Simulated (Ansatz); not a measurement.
# SnN3H7: up Jacob's ladder to CCSD(T)

An exercise on one series of results from a longer session: the logs are not shown, and one member is left open.

Method: functionals in def2-TZVPP, the program's frozen cores in correlated methods; program: Ansatz 0.2.0, Gaussian basis.

Levels to be run: LDA (SPW92), PBE-D4, revPBE-D4, BLYP-D4, r2SCAN-D4, B97M-V, PBE0-D4, B3LYP-D4, r2SCANh-D4, r2SCAN0-D4, HSE06-D4, BHLYP-D4, CAM-B3LYP-D4, LC-ωPBE, ωB97X-V, ωB97M-V, B2PLYP, PBE-QIDH; CCSD(T)/def2-SVP; CCSD(T)/def2-TZVPP; MP2/def2-QZVPP; extrapolation to the limit; RPA on PBE.

1 further run of the same task is left out (for a known fault of the program). Runs told in other sessions of the task aren't counted.

### The relaxed structure

All runs share one geometry, relaxed beforehand with PBE0-D4 in a triple-zeta def2 set. Sn takes the def2 core potential; no spin-orbit term is included.

11 atoms, charge 0, spin multiplicity 1.

Atoms are counted from 1 here; the program's logs count them from 0.

Bond lengths: N1–Sn2 2.023 Å, N1–H5 1.011 Å, N1–H6 1.011 Å, Sn2–N3 2.018 Å, Sn2–N4 2.022 Å, Sn2–H7 1.712 Å, N3–H8 1.012 Å, N3–H9 1.012 Å, N4–H10 1.011 Å, N4–H11 1.012 Å. Angles: Sn2–N1–H5 114.0°, Sn2–N1–H6 114.8°, H5–N1–H6 108.4°, N1–Sn2–N3 114.2°, N1–Sn2–N4 106.7°, N1–Sn2–H7 107.6°, N3–Sn2–N4 100.4°, N3–Sn2–H7 108.3°, N4–Sn2–H7 120.0°, Sn2–N3–H8 113.9°, Sn2–N3–H9 112.7°, H8–N3–H9 107.5°, Sn2–N4–H10 115.0°, Sn2–N4–H11 113.3°, H10–N4–H11 108.1°.

Coordinates:

| atom | x (Å) | y (Å) | z (Å) |
| --- | --- | --- | --- |
| N1 | -0.70955 | 1.73537 | 0.33411 |
| Sn2 | 0.48940 | 0.12605 | 0.07533 |
| N3 | 0.20217 | -1.34402 | 1.42768 |
| N4 | -0.13930 | -0.80009 | -1.60855 |
| H5 | -1.58869 | 1.67796 | -0.16282 |
| H6 | -0.27878 | 2.62452 | 0.12033 |
| H7 | 2.11034 | 0.66289 | 0.20283 |
| H8 | 0.47702 | -1.09424 | 2.36879 |
| H9 | -0.75929 | -1.65894 | 1.46398 |
| H10 | -0.01000 | -0.27124 | -2.46080 |
| H11 | 0.27208 | -1.71526 | -1.74039 |

The first run:

File in.yaml:

```yaml
crystal:
  periodic: [false, false, false]
  atoms:
    - {symbol: N, position_ang: [-0.709552, 1.735372, 0.334111]}
    - {symbol: Sn, position_ang: [0.489402, 0.126054, 0.075330]}
    - {symbol: N, position_ang: [0.202171, -1.344019, 1.427675]}
    - {symbol: N, position_ang: [-0.139301, -0.800091, -1.608546]}
    - {symbol: H, position_ang: [-1.588691, 1.677965, -0.162816]}
    - {symbol: H, position_ang: [-0.278776, 2.624516, 0.120331]}
    - {symbol: H, position_ang: [2.110336, 0.662886, 0.202831]}
    - {symbol: H, position_ang: [0.477016, -1.094242, 2.368793]}
    - {symbol: H, position_ang: [-0.759286, -1.658944, 1.463980]}
    - {symbol: H, position_ang: [-0.010001, -0.271241, -2.460801]}
    - {symbol: H, position_ang: [0.272082, -1.715256, -1.740390]}
basis:
  gaussian: {orbitals: def2-TZVPP}
hamiltonian: {xc: lda}
output: {orbitals: {seedname: orbitals}}
```

Run with:

```console
$ ansatz run in.yaml --threads 4 --pin off --events-out ev --progress --plain --max-ram 10444MiB
```

Steps of the session up to this table: LDA; PBE-D4 (GGA); revPBE-D4 (GGA); BLYP-D4 (GGA); r2SCAN-D4 (meta-GGA); B97M-V (meta-GGA); PBE0-D4 (hybrid); B3LYP-D4 (hybrid); r2SCANh-D4 (hybrid); r2SCAN0-D4 (hybrid); HSE06-D4 (hybrid); BHLYP-D4 (hybrid); CAM-B3LYP-D4 (range-separated); LC-ωPBE (range-separated); ωB97X-V (range-separated); ωB97M-V (range-separated); B2PLYP (double hybrid); PBE-QIDH (double hybrid).

One of the session's tables, all rows but one given; the rest of the session is left out.

It belongs to the step «Frontier levels by functional». 

| functional | HOMO (eV) | gap (eV) |
| --- | --- | --- |
| LDA (SPW92) | -5.82 | 4.80 |
| PBE-D4 | -5.68 | 4.84 |
| revPBE-D4 | -5.62 | 4.87 |
| BLYP-D4 | -5.56 | 4.71 |
| r2SCAN-D4 | -5.98 | 5.55 |
| B97M-V | -6.09 | 5.42 |
| PBE0-D4 | ? | ? |
| B3LYP-D4 | -6.87 | 6.59 |
| r2SCANh-D4 | -6.52 | 6.41 |
| r2SCAN0-D4 | -7.33 | 7.68 |
| HSE06-D4 | -6.71 | 6.42 |
| BHLYP-D4 | -8.47 | 9.28 |
| CAM-B3LYP-D4 | -8.55 | 9.48 |
| LC-ωPBE | -9.96 | 12.18 |
| ωB97X-V | -9.58 | 11.60 |
| ωB97M-V | -9.49 | 11.13 |

Q: Estimate the row for PBE0-D4 from the others.

As computed: HOMO (eV): -7.11; gap (eV): 7.19. In the column «HOMO (eV)» it lies between r2SCAN0-D4 (-7.33) and B3LYP-D4 (-6.87).
